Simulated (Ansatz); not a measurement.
# InNH3 (SMILES [NH2][InH]) at UHF/3-21G

What is the electronic atomisation energy of InNH3 at UHF/3-21G? 

The calculation is run with Ansatz 0.2.0.

41 further runs of the same task are left out: 41 set aside as unsound or not needed.

## Step 1: The molecule

InNH3: 5 atoms, total charge 0, spin state doublet. As SMILES, `[NH2][InH]`. Geometry: relaxed at PBE0-D4/def2-TZVP. This is one conformer, not always the lowest.

Bond lengths: N1–In2 2.036 Å, N1–H3 1.011 Å, N1–H4 1.009 Å, In2–H5 1.761 Å. Angles: N1–In2–H5 116.4°, In2–N1–H3 120.0°, In2–N1–H4 120.8°, H3–N1–H4 109.8°.

## Step 2: The energy at UHF/3-21G

Contents of input.yaml:

```yaml
crystal:
  periodic: [false, false, false]
  atoms:
    - symbol: "N"
      position_ang: [-0.299400, -0.736500, 0.264700]
    - symbol: In
      position_ang: [0.846600, 0.946400, 0.296000]
    - symbol: H
      position_ang: [-0.846800, -0.960800, -0.554700]
    - symbol: H
      position_ang: [0.017600, -1.585600, 0.707600]
    - symbol: H
      position_ang: [0.331900, 2.262600, -0.755100]
basis:
  gaussian:
    orbitals: 3-21G-spherical.json
magnetization:
  spin_polarized: true
  initial_magnetization: 1
hamiltonian:
  xc: hf
accuracy: high
output: {orbitals: {seedname: orbitals}}
```

The basis set 3-21G is read from a file made from the Basis Set Exchange's data (not shown).

Run with:

```
ansatz run input.yaml --threads 1 --pin off --max-ram 3480MiB --events-out events.jsonl --progress --plain --runs-dir runs
```

Log:

```text
Warning: RAYON_NUM_THREADS=1 ignored (pool sized by the plan → 1); use --threads N
Functional definition: HF
  name "HF"
  exchange = exact_x
  correlation = 0
942 factors; integrals over basis functions are off by at most 7.0e-9 eV
mean field evaluation 1: about -157023.0904 eV, gradient 2.2e1 eV
mean field evaluation 2: about -157023.2182 eV, gradient 2.3e1 eV
mean field evaluation 4: about -157025.7032 eV, gradient 1.7e0 eV
mean field evaluation 8: about -157025.7794 eV, gradient 3.1e-1 eV
mean field evaluation 16: about -157025.7838 eV, gradient 1.4e-5 eV
mean field evaluation 32: about -157023.5996 eV, gradient 1.4e0 eV
mean field -157025.78382960 eV, -5770.5911198386 hartree, gradient 3.2e-8 eV, S^2 0.756038; 0 other end points of the search recorded, 0 dependent functions left out
reference -157025.78382960 eV, -5770.5911198386 hartree; 30, 29 occupied and 16, 17 virtual orbitals, 942 factors
Total energy: -157025.78382960 eV, -5770.5911198386 hartree
```

It took 1.4 s on 1 thread of Arm Neoverse V1, shared host; peak memory 0.14 GiB.

## Step 3: The H atom at the same level

Contents of input.yaml:

```yaml
crystal:
  periodic: [false, false, false]
  atoms:
    - {symbol: H, position_ang: [0.000000, 0.000000, 0.000000]}
basis:
  gaussian:
    orbitals: 3-21G.json
magnetization:
  spin_polarized: true
  initial_magnetization: 1
hamiltonian:
  xc: hf
accuracy: high
```

The basis set 3-21G is read from a file made from the Basis Set Exchange's data (not shown).

Run with:

```
ansatz run input.yaml --threads 1 --pin off --max-ram 3480MiB --events-out events.jsonl --progress --plain --runs-dir runs
```

Log:

```text
Warning: RAYON_NUM_THREADS=1 ignored (pool sized by the plan → 1); use --threads N
Functional definition: HF
  name "HF"
  exchange = exact_x
  correlation = 0
3 factors; integrals over basis functions are off by at most 1.3e-8 eV
mean field evaluation 1: about -13.4868 eV, gradient 1.3e0 eV
mean field evaluation 2: about -13.4868 eV, gradient 1.3e0 eV
mean field evaluation 4: about -13.5023 eV, gradient 2.1e-5 eV
mean field evaluation 8: about -13.5023 eV, gradient 1.0e-12 eV
mean field -13.50225274 eV, -0.4961986360 hartree, gradient 4.5e-8 eV, S^2 0.750000; 0 other end points of the search recorded, 0 dependent functions left out
reference -13.50225274 eV, -0.4961986360 hartree; 1, 0 occupied and 1, 2 virtual orbitals, 3 factors
Total energy: -13.50225274 eV, -0.4961986360 hartree
```

It took 0.04 s on 1 thread of Arm Neoverse V1, shared host.

## Step 4: The In atom

Contents of input.yaml:

```yaml
crystal:
  periodic: [false, false, false]
  atoms:
    - {symbol: In, position_ang: [0.000000, 0.000000, 0.000000]}
basis:
  gaussian:
    orbitals: 3-21G-spherical.json
magnetization:
  spin_polarized: true
  initial_magnetization: 1
hamiltonian:
  xc: hf
accuracy: high
```

The basis set 3-21G is read from a file made from the Basis Set Exchange's data (not shown).

Run the same way, it converges to -5714.72276 Eh (log not shown).

## Step 5: The N atom, same level

Contents of in.yaml:

```yaml
crystal:
  periodic: [false, false, false]
  atoms:
    - {symbol: N, position_ang: [0.000000, 0.000000, 0.000000]}
basis:
  gaussian:
    orbitals: 3-21G.json
magnetization:
  spin_polarized: true
  initial_magnetization: 3
hamiltonian:
  xc: hf
accuracy: high
```

The basis set 3-21G is read from a file made from the Basis Set Exchange's data (not shown).

Run the same way, it converges to -54.10539 Eh (log not shown).

## Step 6: Outcome

At UHF/3-21G:

```
                                    quantity           value
                      molecule: total energy  -5770.59112 Eh
molecule: HOMO energy (highest over α and β)        -7.50 eV
 molecule: LUMO energy (lowest over α and β)         0.80 eV
                              molecule: ⟨S²⟩           0.756
                        H atom: total energy     -0.49620 Eh
                                H atom: ⟨S²⟩           0.750
                       In atom: total energy  -5714.72276 Eh
                               In atom: ⟨S²⟩           0.750
                        N atom: total energy    -54.10539 Eh
                                N atom: ⟨S²⟩           3.752
               electronic atomisation energy        7.466 eV
```

What this shows: Taking the molecule apart into free atoms costs 7.47 eV (720 kJ/mol), before zero-point energy and without spin-orbit coupling. Hartree–Fock lacks the correlation of the bonding pairs, which as a rule makes this value much too low; in minimal bases other errors can mask that. The basis has no polarisation functions, which makes bonds too weak. Relativity is left out (molecule) although the molecule holds a heavy atom. Relativity is left out (In atom) although the molecule holds a heavy atom.
